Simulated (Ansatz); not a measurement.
# CH4SZn: the cost of one run

Program: Ansatz 0.2.0, Gaussian basis. Level of theory: unrestricted cation, the program's frozen cores in correlated methods. These are calculated values, not measurements.

Plan: UKS PBE-D4/def2-TZVPP; UKS r2SCAN-D4/def2-TZVPP; UKS PBE0-D4/def2-TZVPP; UKS B3LYP-D4/def2-TZVPP; UKS wB97X-V/def2-TZVPP; UKS wB97M-V/def2-TZVPP; UKS B2PLYP (frozen core with 3s3p of Cu, Zn)/def2-TZVPP; UHF-CCSD(T) with 3s3p of Cu, Zn/def2-TZVPP; UHF-MP2 with 3s3p of Cu, Zn/def2-QZVPP; extrapolation to the limit; then −ε(HOMO) from the neutral's earlier runs with LDA (SPW92), PBE-D4, revPBE-D4, BLYP-D4, r2SCAN-D4, B97M-V, PBE0-D4, B3LYP-D4, r2SCANh-D4, r2SCAN0-D4, HSE06-D4, BHLYP-D4, CAM-B3LYP-D4, LC-ωPBE, ωB97X-V, ωB97M-V.

**1. The relaxed structure**

An earlier PBE0-D4 in a triple-zeta def2 set relaxation fixed the geometry.

SMILES `C[S][ZnH]`, 7 atoms, charge 0, spin multiplicity 1.

Atoms are counted from 1 here; the program's logs count them from 0.

Bond lengths: C1–S2 1.825 Å, C1–H4 1.089 Å, C1–H5 1.089 Å, C1–H6 1.090 Å, S2–Zn3 2.170 Å, Zn3–H7 1.534 Å. Angles: S2–C1–H4 111.7°, S2–C1–H5 111.9°, S2–C1–H6 106.5°, H4–C1–H5 109.8°, H4–C1–H6 108.4°, H5–C1–H6 108.3°, C1–S2–Zn3 102.4°, S2–Zn3–H7 179.0°.

**2. Cation, UKS PBE-D4/def2-TZVPP**

Contents of in.yaml:

```yaml
crystal:
  periodic: [false, false, false]
  atoms:
    - {symbol: C, position_ang: [-0.921556, 0.608545, -0.282966]}
    - {symbol: S, position_ang: [-0.187233, 0.030692, 1.284537]}
    - {symbol: Zn, position_ang: [1.570270, -1.046237, 0.607104]}
    - {symbol: H, position_ang: [-1.228316, -0.223217, -0.915662]}
    - {symbol: H, position_ang: [-0.243714, 1.260558, -0.832176]}
    - {symbol: H, position_ang: [-1.808565, 1.182741, -0.015752]}
    - {symbol: H, position_ang: [2.819114, -1.813083, 0.154916]}
basis:
  gaussian: {orbitals: def2-TZVPP}
total_charge: 1
magnetization: {spin_polarized: true, initial_magnetization: 1}
hamiltonian: {xc: pbe, dispersion: d4}
```

The run is started by

```sh
> ansatz run in.yaml --threads 4 --pin off --events-out ev --progress --plain --max-ram 10444MiB
```

**Question.** How long does this run take on 4 threads of Arm Neoverse V2, shared host, and how much memory does it need?

About 3.6 s, with a peak of 0.37 GiB.
